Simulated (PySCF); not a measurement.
# C2H3F3OSi: the cost of one run

The runs use PySCF 2.14.0, with density-fitted response routines of our own; the level of theory stands in each step. All values are computed, except where a source is named. Atoms count from 0, in the outputs and in this text.

**1. The molecule as given**

10 atoms, charge 0, multiplicity 1; geometry from: GFN2-xTB. The atoms were then displaced at random by about 0.01 Å, so the start is not that level's minimum.

Bonds of the start (Å): C0–C1 1.35, C1–O2 1.38, O2–Si3 1.53, Si3–F4 1.58, Si3–F5 1.59, Si3–F6 1.60, C0–H7 1.07, C0–H8 1.04, C1–H9 1.09.

**2. Geometry optimisation at PBE0-D3(BJ)/def2-SVP**

Job settings and geometry (Å):

```
{"job": {"xc": "PBE0", "basis": "def2-SVP", "d3": "d3bj", "grid": 1, "shake": 0.01, "kind": "geom"}, "charge": 0, "multiplicity": 1}
C      2.121530    -0.363010     0.297570
C      0.910510     0.109470     0.650920
O     -0.225790    -0.191530    -0.074770
Si    -1.724310     0.116290    -0.015460
F     -2.139200     1.639360    -0.123410
F     -2.381510    -0.625690    -1.252820
F     -2.477090    -0.401930     1.294060
H      2.992190    -0.089440     0.858800
H      2.219550    -0.952090    -0.557320
H      0.754550     0.737640     1.530150
```

The run is started by

```bash
OMP_NUM_THREADS=1 python probes_run.py task.json out
```

One launch serves the whole session: the jobs run in the order shown.

**Question.** How long does this first job take on 1 thread of Arm Neoverse V1, shared host, and how much memory does it need?

About 1.7 min, with a peak of 0.47 GiB.
